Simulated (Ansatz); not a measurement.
**Na: an axial (c/a) deformation path**

The task here is to estimate one member of a computed series from the others.

This is Na in the hcp structure; at room conditions it is bcc.

Computed with Ansatz 0.2.0 (DFT r2SCAN, scalar-relativistic, plane waves, PAW, unless a step's input says otherwise).

### The starting structure

It takes space group P6_3/mmc (No. 194, hexagonal). The conventional cell has a = 3.767 Å, b = 3.767 Å, c = 6.154 Å, α = 90.00°, β = 90.00°, γ = 120.00°. Na (site symmetry -6m2) is surrounded by 12 Na at 3.77 Å.

As a file:

```xyz
2
Lattice="3.7670 0.0000 0.0000 -1.8835 3.2623 0.0000 0.0000 0.0000 6.1540" Properties=species:S:1:pos:R:3 pbc="T T T"
Na    0.0000    2.1749    1.5385
Na    1.8835    1.0874    4.6155
```

The cell is taken as given, not relaxed at this level.

### Zero of energy

Reference values: F = -2977.2345 eV; pressure -0.01 GPa; largest force 0.000 eV/Å; gap on the mesh none (metal). It was computed beforehand with the settings of the runs below.

The first run:

At fixed volume and fractional coordinates, lengths along (0.000, 0.000, 1.000) are scaled against those across it; ρ is that ratio over its starting value.

The input, input.yaml:

```yaml
crystal:
  lattice:
    - [3.9766993653, 0.0, 0.0]
    - [-1.9883496827, 3.4439226736, 0.0]
    - [0.0, 0.0, 5.5220895145]
  atoms:
    - { symbol: Na, position: [0.3333333333, 0.6666666667, 0.25] }
    - { symbol: Na, position: [0.6666666667, 0.3333333333, 0.75] }
basis:
  ecutwfc: 500
kpoints:
  mp_grid: { grid: [18, 18, 10] }
hamiltonian:
  xc: r2scan
scf:
  occupations: { method: gaussian, width: 0.15 }
output:
  forces: true
  stress: true
  eigenvalues: true
```

Run with:

```console
$ ansatz run input.yaml --threads 1 --pin off --max-ram 2560MiB --backend cpu --events-out ev --progress --plain --runs-dir out
```

Steps of the session up to this table: ρ = 0.850; ρ = 1.200; At ρ = 0.920; At ρ = 1.100; At ρ = 0.960; Point ρ = 1.050; Point ρ = 0.800; ρ = 1.300.

One table of the session follows, with a row left open; its other results are not shown here.

It belongs to the step «The scan collected». The scan, with free energies counted from the undisturbed cell:

```
    ρ  ΔE (meV/atom)  pressure (GPa)
0.800           36.3             0.1
0.850           21.3             0.1
0.920            6.4             0.0
0.960            1.6             0.0
1.000            0.0             0.0
1.050              ?               ?
1.100            9.4             0.0
1.200           38.4             0.1
1.300           83.3             0.4
```

Estimate the missing values for ρ = 1.050.

Worked estimate for «ΔE (meV/atom)». A straight line through the neighbours (1.000, 0.0) and (1.100, 9.4) gives 0.0 + (9.4 − 0.0) × (1.050 − 1.000) / (1.100 − 1.000) = 4.7; a parabola fitted to 4 rows on both sides gives 2.3.

**Answer.** ΔE (meV/atom): 2.2; pressure (GPa): 0.0. In «ΔE (meV/atom)» the line misses by +2.5 and the parabola by +0.1.
